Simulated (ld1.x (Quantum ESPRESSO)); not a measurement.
# Ti: two inputs for an ultrasoft potential, part 2 of 2

Aim: run the settings below and read what the generator makes of them, then set beside them a closely related input and test what it gives.

ld1.x (Quantum ESPRESSO) 7.5. Earlier steps stand in the parts before.

### Step 5. Transferability test

File Ti.test.in:

```
 &input
   title='Ti', zed=22., rel=1, dft='BLYP', iswitch=2,
   config='[Ar] 3d2.5 4s1.5 4p0'
 /
 &test
   file_pseudo='Ti.UPF', nconf=8,
   configts(1)='3s2 3p6 3d2.5 4s1.5 4p0',
   configts(2)='3s2 3p6 3d2 4s2 4p0',
   configts(3)='3s2 3p6 3d2 4s1 4p0',
   configts(4)='3s2 3p6 3d2 4s0 4p0',
   configts(5)='3s2 3p6 3d1 4s2 4p0',
   configts(6)='3s2 3p5 3d2 4s2 4p0',
   configts(7)='3s2 3p6 3d0 4s0 4p0',
   configts(8)='3s2 3p6 3d3 4s0 4p0'
 /
```

On the command line:

```sh
$ ld1.x < Ti.test.in > Ti.test.out
```

Ti.test.out, the pseudopotential blocks, each with the warnings that came before it:

```text
     Warning: convergence not achieved
     ---------------------- Testing the pseudopotential ----------------------

     Ti
     scalar relativistic calculation

     atomic number is 22.00   valence charge is 12.00
     dft =BLYP   lsd =0 sic =0 latt =0  beta=0.20 tr2=1.0E-14
     mesh =1177 r(mesh) = 100.37945 xmin = -7.00 dx = 0.01250

     n l     nl             e AE (Ry)        e PS (Ry)    De AE-PS (Ry)
     1 0     3S   1( 2.00)       -4.44346       -4.44344       -0.00003
     2 1     3P   1( 6.00)       -2.70767       -2.70765       -0.00002
     3 2     3D   1( 2.50)       -0.20414       -0.20413       -0.00001
     2 0     4S   1( 1.50)       -0.28974       -0.28974       -0.00000
     3 1     4P   1( 0.00)       -0.08485       -0.08485       -0.00000

     eps = 6.3E-13  iter =201

     Etot =   -1707.642606 Ry,    -853.821303 Ha,  -23233.661262 eV
     Etotps =  -116.748438 Ry,     -58.374219 Ha,   -1588.443421 eV

     Ekin =      42.147813 Ry,      21.073906 Ha,     573.450209 eV
     Encl =    -258.541281 Ry,    -129.270640 Ha,   -3517.633326 eV
     Ehrt =      94.869674 Ry,      47.434837 Ha,    1290.767668 eV
     Ecxc =     -14.136979 Ry,      -7.068489 Ha,    -192.343393 eV
     Epseu=      18.912335 Ry,       9.456167 Ha,     257.315421 eV

     ---------------------- End of pseudopotential test ----------------------

     Warning: convergence not achieved
     ---------------------- Testing the pseudopotential ----------------------

     Ti
     scalar relativistic calculation

     atomic number is 22.00   valence charge is 12.00
     dft =BLYP   lsd =0 sic =0 latt =0  beta=0.20 tr2=1.0E-14
     mesh =1177 r(mesh) = 100.37945 xmin = -7.00 dx = 0.01250

     n l     nl             e AE (Ry)        e PS (Ry)    De AE-PS (Ry)
     1 0     3S   1( 2.00)       -4.58133       -4.57930       -0.00203
     2 1     3P   1( 6.00)       -2.83934       -2.83807       -0.00128
     3 2     3D   1( 2.00)       -0.30401       -0.30322       -0.00080
     2 0     4S   1( 2.00)       -0.31868       -0.31888        0.00019
     3 1     4P   1( 0.00)       -0.09839       -0.09824       -0.00015

     eps = 2.4E-12  iter =201

     Etot =   -1707.668570 Ry,    -853.834285 Ha,  -23234.014519 eV
     Etotps =  -116.774653 Ry,     -58.387327 Ha,   -1588.800099 eV
     dEtot_ae =      -0.025964 Ry
     dEtot_ps =      -0.026215 Ry,   Delta E=       0.000251 Ry

     Ekin =      42.161488 Ry,      21.080744 Ha,     573.636263 eV
     Encl =    -256.759661 Ry,    -128.379830 Ha,   -3493.393149 eV
     Ehrt =      93.489606 Ry,      46.744803 Ha,    1271.990893 eV
     Ecxc =     -13.964356 Ry,      -6.982178 Ha,    -189.994742 eV
     Epseu=      18.298269 Ry,       9.149135 Ha,     248.960636 eV

     ---------------------- End of pseudopotential test ----------------------

     Warning: convergence not achieved
     ---------------------- Testing the pseudopotential ----------------------

     Ti
     scalar relativistic calculation

     atomic number is 22.00   valence charge is 12.00
     dft =BLYP   lsd =0 sic =0 latt =0  beta=0.20 tr2=1.0E-14
     mesh =1177 r(mesh) = 100.37945 xmin = -7.00 dx = 0.01250

     n l     nl             e AE (Ry)        e PS (Ry)    De AE-PS (Ry)
     1 0     3S   1( 2.00)       -5.12159       -5.12170        0.00012
     2 1     3P   1( 6.00)       -3.37963       -3.37988        0.00025
     3 2     3D   1( 2.00)       -0.83107       -0.83114        0.00007
     2 0     4S   1( 1.00)       -0.76326       -0.76355        0.00029
     3 1     4P   1( 0.00)       -0.48582       -0.48570       -0.00012

     eps = 2.4E-12  iter =201

     Etot =   -1707.132993 Ry,    -853.566497 Ha,  -23226.727628 eV
     Etotps =  -116.238799 Ry,     -58.119399 Ha,   -1581.509428 eV
     dEtot_ae =       0.509613 Ry
     dEtot_ps =       0.509639 Ry,   Delta E=      -0.000026 Ry

     Ekin =      41.649337 Ry,      20.824668 Ha,     566.668095 eV
     Encl =    -250.121907 Ry,    -125.060953 Ha,   -3403.081906 eV
     Ehrt =      87.349431 Ry,      43.674715 Ha,    1188.449547 eV
     Ecxc =     -13.661866 Ry,      -6.830933 Ha,    -185.879150 eV
     Epseu=      18.546206 Ry,       9.273103 Ha,     252.333986 eV

     ---------------------- End of pseudopotential test ----------------------

     Warning: convergence not achieved
     ---------------------- Testing the pseudopotential ----------------------

     Ti
     scalar relativistic calculation

     atomic number is 22.00   valence charge is 12.00
     dft =BLYP   lsd =0 sic =0 latt =0  beta=0.20 tr2=1.0E-14
     mesh =1177 r(mesh) = 100.37945 xmin = -7.00 dx = 0.01250

     n l     nl             e AE (Ry)        e PS (Ry)    De AE-PS (Ry)
     1 0     3S   1( 2.00)       -5.76076       -5.76580        0.00503  !
     2 1     3P   1( 6.00)       -4.01724       -4.02107        0.00384
     3 2     3D   1( 2.00)       -1.44738       -1.44957        0.00219
     2 0     4S   1( 0.00)       -1.26038       -1.26047        0.00009
     3 1     4P   1( 0.00)       -0.92930       -0.92947        0.00016

     eps = 1.2E-11  iter =201

     Etot =   -1706.124737 Ry,    -853.062369 Ha,  -23213.009606 eV
     Etotps =  -115.230212 Ry,     -57.615106 Ha,   -1567.786900 eV
     dEtot_ae =       1.517869 Ry
     dEtot_ps =       1.518226 Ry,   Delta E=      -0.000358 Ry

     Ekin =      40.661379 Ry,      20.330690 Ha,     553.226248 eV
     Encl =    -242.028516 Ry,    -121.014258 Ha,   -3292.965715 eV
     Ehrt =      80.647179 Ry,      40.323589 Ha,    1097.260762 eV
     Ecxc =     -13.342102 Ry,      -6.671051 Ha,    -181.528548 eV
     Epseu=      18.831849 Ry,       9.415924 Ha,     256.220354 eV

     ---------------------- End of pseudopotential test ----------------------

     Warning: convergence not achieved
     ---------------------- Testing the pseudopotential ----------------------

     Ti
     scalar relativistic calculation

     atomic number is 22.00   valence charge is 12.00
     dft =BLYP   lsd =0 sic =0 latt =0  beta=0.20 tr2=1.0E-14
     mesh =1177 r(mesh) = 100.37945 xmin = -7.00 dx = 0.01250

     n l     nl             e AE (Ry)        e PS (Ry)    De AE-PS (Ry)
     1 0     3S   1( 2.00)       -5.53368       -5.52152       -0.01216  !
     2 1     3P   1( 6.00)       -3.77324       -3.76406       -0.00918  !
     3 2     3D   1( 1.00)       -1.15838       -1.15123       -0.00715  !
     2 0     4S   1( 2.00)       -0.86998       -0.87152        0.00153
     3 1     4P   1( 0.00)       -0.55954       -0.55775       -0.00179

     eps = 1.4E-12  iter =201

     Etot =   -1706.960720 Ry,    -853.480360 Ha,  -23224.383732 eV
     Etotps =  -116.070021 Ry,     -58.035011 Ha,   -1579.213092 eV
     dEtot_ae =       0.681886 Ry
     dEtot_ps =       0.678417 Ry,   Delta E=       0.003469 Ry

     Ekin =      41.983772 Ry,      20.991886 Ha,     571.218322 eV
     Encl =    -244.776130 Ry,    -122.388065 Ha,   -3330.348912 eV
     Ehrt =      83.443653 Ry,      41.721827 Ha,    1135.308740 eV
     Ecxc =     -13.129452 Ry,      -6.564726 Ha,    -178.635298 eV
     Epseu=      16.408135 Ry,       8.204068 Ha,     223.244056 eV

     ---------------------- End of pseudopotential test ----------------------

     Warning: convergence not achieved
     ---------------------- Testing the pseudopotential ----------------------

     Ti
     scalar relativistic calculation

     atomic number is 22.00   valence charge is 12.00
     dft =BLYP   lsd =0 sic =0 latt =0  beta=0.20 tr2=1.0E-14
     mesh =1177 r(mesh) = 100.37945 xmin = -7.00 dx = 0.01250

     n l     nl             e AE (Ry)        e PS (Ry)    De AE-PS (Ry)
     1 0     3S   1( 2.00)       -5.63144       -5.61232       -0.01912  !
     2 1     3P   1( 5.00)       -3.86673       -3.85044       -0.01629  !
     3 2     3D   1( 2.00)       -1.23153       -1.22254       -0.00900  !
     2 0     4S   1( 2.00)       -0.88315       -0.88503        0.00188
     3 1     4P   1( 0.00)       -0.56717       -0.56465       -0.00252

     eps = 3.6E-12  iter =201

     Etot =   -1704.336177 Ry,    -852.168088 Ha,  -23188.675001 eV
     Etotps =  -113.449417 Ry,     -56.724709 Ha,   -1543.557956 eV
     dEtot_ae =       3.306429 Ry
     dEtot_ps =       3.299021 Ry,   Delta E=       0.007408 Ry

     Ekin =      41.929376 Ry,      20.964688 Ha,     570.478222 eV
     Encl =    -243.605482 Ry,    -121.802741 Ha,   -3314.421438 eV
     Ehrt =      82.605260 Ry,      41.302630 Ha,    1123.901819 eV
     Ecxc =     -12.974477 Ry,      -6.487238 Ha,    -176.526749 eV
     Epseu=      18.595906 Ry,       9.297953 Ha,     253.010190 eV

     ---------------------- End of pseudopotential test ----------------------

     Warning: convergence not achieved
     ---------------------- Testing the pseudopotential ----------------------

     Ti
     scalar relativistic calculation

     atomic number is 22.00   valence charge is 12.00
     dft =BLYP   lsd =0 sic =0 latt =0  beta=0.20 tr2=1.0E-14
     mesh =1177 r(mesh) = 100.37945 xmin = -7.00 dx = 0.01250

     n l     nl             e AE (Ry)        e PS (Ry)    De AE-PS (Ry)
     1 0     3S   1( 2.00)       -8.35588       -8.37909        0.02321  !
     2 1     3P   1( 6.00)       -6.55985       -6.58277        0.02292  !
     3 2     3D   1( 0.00)       -3.84000       -3.86087        0.02088  !
     2 0     4S   1( 0.00)       -2.79262       -2.82077        0.02815  !
     3 1     4P   1( 0.00)       -2.31878       -2.32071        0.00192

     eps = 1.3E-10  iter =201

     Etot =   -1700.964339 Ry,    -850.482169 Ha,  -23142.798807 eV
     Etotps =  -110.049884 Ry,     -55.024942 Ha,   -1497.304952 eV
     dEtot_ae =       6.678267 Ry
     dEtot_ps =       6.698554 Ry,   Delta E=      -0.020287 Ry

     Ekin =      38.151652 Ry,      19.075826 Ha,     519.079671 eV
     Encl =    -206.462790 Ry,    -103.231395 Ha,   -2809.069365 eV
     Ehrt =      57.088086 Ry,      28.544043 Ha,     776.722979 eV
     Ecxc =     -11.080832 Ry,      -5.540416 Ha,    -150.762394 eV
     Epseu=      12.254000 Ry,       6.127000 Ha,     166.724157 eV

     ---------------------- End of pseudopotential test ----------------------

     Warning: convergence not achieved
     ---------------------- Testing the pseudopotential ----------------------

     Ti
     scalar relativistic calculation

     atomic number is 22.00   valence charge is 12.00
     dft =BLYP   lsd =0 sic =0 latt =0  beta=0.20 tr2=1.0E-14
     mesh =1177 r(mesh) = 100.37945 xmin = -7.00 dx = 0.01250

     n l     nl             e AE (Ry)        e PS (Ry)    De AE-PS (Ry)
     1 0     3S   1( 2.00)       -4.80679       -4.80899        0.00220
     2 1     3P   1( 6.00)       -3.07812       -3.07903        0.00091
     3 2     3D   1( 3.00)       -0.59324       -0.59329        0.00005
     2 0     4S   1( 0.00)       -0.67292       -0.67212       -0.00079
     3 1     4P   1( 0.00)       -0.42157       -0.42150       -0.00007

     eps = 1.6E-11  iter =201

     Etot =   -1707.121141 Ry,    -853.560571 Ha,  -23226.566370 eV
     Etotps =  -116.227404 Ry,     -58.113702 Ha,   -1581.354390 eV
     dEtot_ae =       0.521465 Ry
     dEtot_ps =       0.521034 Ry,   Delta E=       0.000431 Ry

     Ekin =      41.731376 Ry,      20.865688 Ha,     567.784301 eV
     Encl =    -254.246075 Ry,    -127.123037 Ha,   -3459.194068 eV
     Ehrt =      90.544220 Ry,      45.272110 Ha,    1231.916870 eV
     Ecxc =     -14.073846 Ry,      -7.036923 Ha,    -191.484436 eV
     Epseu=      19.816921 Ry,       9.908460 Ha,     269.622942 eV

     ---------------------- End of pseudopotential test ----------------------
```

Excitation and ionisation energies from 3s2 3p6 3d2.5 4s1.5 4p0, with the error of the potential. A star marks tests that logged a warning.

```tsv
valence configuration	charge	ΔE all-electron (eV)	error AE − PS (meV)
3s2 3p6 3d2 4s2 4p0 *	0	-0.353	+3.4
3s2 3p6 3d2 4s1 4p0 *	+1	6.934	-0.4
3s2 3p6 3d2 4s0 4p0 *	+2	20.652	-4.9
3s2 3p6 3d1 4s2 4p0 *	+1	9.278	+47
3s2 3p5 3d2 4s2 4p0 *	+1	44.986	+101
3s2 3p6 3d0 4s0 4p0 *	+4	90.862	-276
3s2 3p6 3d3 4s0 4p0 *	+1	7.095	+5.9
```

### Step 6. Scattering by logarithmic derivatives

Taken from the files of the generation run. The phase is arctan(r·u′/u) with u = r·R, unwrapped, with energies in Ry. A pole is an energy at which the radial function vanishes at the test radius. The pseudo phase is shifted by a multiple of π to meet the all-electron one at the reference energy. Levels narrower than the energy grid can be missing from the poles. The last column is the largest difference on the grid between −1 and +1 Ry.

```tsv
channel	radius (bohr)	reference (Ry)	poles AE	poles PS	window around the reference with phases within 0.05 rad (Ry)	largest difference near zero (rad)
s	1.80	-0.29	-3.90	-3.90	the whole range	0.000
p	1.80	-0.08	-1.96	-1.96	the whole range	0.000
d	1.80	-0.20	1.02	1.02	below 4.5	0.000
```

Phases (rad) along the scan:

```csv
E (Ry),d AE,d PS,s AE,s PS
-6.00,1.341,1.341,1.179,1.179
-5.48,1.330,1.330,1.032,1.032
-4.96,1.316,1.316,0.348,0.348
-4.44,1.300,1.300,-1.261,-1.261
-3.92,1.280,1.280,-1.566,-1.566
-3.40,1.255,1.255,-1.668,-1.668
-2.88,1.221,1.221,-1.726,-1.726
-2.36,1.173,1.173,-1.769,-1.769
-1.84,1.096,1.095,-1.807,-1.807
-1.32,0.950,0.950,-1.846,-1.846
-0.80,0.580,0.580,-1.890,-1.890
-0.28,-0.479,-0.479,-1.942,-1.942
0.24,-1.245,-1.245,-2.009,-2.009
0.76,-1.500,-1.500,-2.102,-2.102
1.28,-1.624,-1.624,-2.240,-2.239
1.80,-1.707,-1.708,-2.461,-2.460
2.32,-1.778,-1.779,-2.825,-2.821
2.84,-1.850,-1.853,-3.330,-3.322
3.36,-1.936,-1.943,-3.790,-3.781
3.88,-2.055,-2.072,-4.088,-4.080
4.40,-2.245,-2.287,-4.268,-4.262
4.92,-2.586,-2.697,-4.383,-4.377
```

### Step 7. Plane-wave convergence, by spherical Bessel functions

A separate test, outside the generator: the pseudo-atom's Hamiltonian at the reference potential is diagonalised in spherical Bessel functions j_l(qr) that vanish at 20 bohr, with q² up to the cutoff.

All-electron valence levels (Ry): 3s -4.4435, 4s -0.2897, 3p -2.7077, 4p -0.0848, 3d -0.2041. The lowest levels of each channel (Ry) by cutoff; the last column sums, over occupied levels, occupation times the distance from the level at 400 Ry. A positive value at high cutoff is not a bound level.

```csv
cutoff (Ry),s #1,s #2,p #1,p #2,d #1,f #1,Σ f·Δε (mRy)
8,-4.2636,-0.2526,-1.8656,-0.0477,0.0355,0.0954,6067.7
15,-4.4251,-0.2770,-2.5370,-0.0718,0.0313,0.0954,1669.4
25,-4.4431,-0.2866,-2.6914,-0.0811,-0.1120,0.0954,334.4
40,-4.4434,-0.2897,-2.7072,-0.0844,-0.2036,0.0954,4.9
45,-4.4435,-0.2897,-2.7072,-0.0847,-0.2037,0.0954,4.4
60,-4.4435,-0.2897,-2.7076,-0.0848,-0.2041,0.0954,1.3
70,-4.4435,-0.2898,-2.7077,-0.0848,-0.2042,0.0954,0.4
90,-4.4435,-0.2898,-2.7077,-0.0848,-0.2042,0.0954,0.3
400,-4.4435,-0.2898,-2.7077,-0.0848,-0.2042,0.0954,0.0
```

The sum stays within 10 mRy from 40 Ry and within 1 mRy from 70 Ry. The sum leaves out empty levels, which can need more. Ghost test: no level below the all-electron spectrum of its channel (s, p, d, f tested).

### Step 8. What came out

What follows sums up all 2 parts.

| quantity | value |
| --- | --- |
| first input | failed: chargeps: negative rho |
| second input | generated |
| cutoffs for 10 and 1 mRy, occupied levels | 40 Ry and 70 Ry |
| bound ghosts | none found |
| largest test error (AE − PS) | -276 meV, for 3s2 3p6 3d0 4s0 4p0 (one of 8 tests with a warning) |
| largest phase difference near zero energy, channels read | 0.000 rad |
| lowest eigenvalue of the overlap (Bessel basis) | 0.080 (s) |
| density cutoff estimated by the generator | 198 Ry |

**Reading.** The change is enough to let the generator finish; it is one cure of several. By total energies transferability is poor: the largest error is 276 meV on 90.9 eV, for 3s2 3p6 3d0 4s0 4p0. That test lies far up in energy; among those under 40 eV, nearer to bonding, the largest error is 47 meV. It counts as of middling hardness, with 40 Ry needed at the looser tolerance. The Bessel-basis test finds no level below the valence levels. Near zero energy the phases of the channels with partial waves agree within 0.001 rad. All of this concerns the isolated atom, not yet a solid.
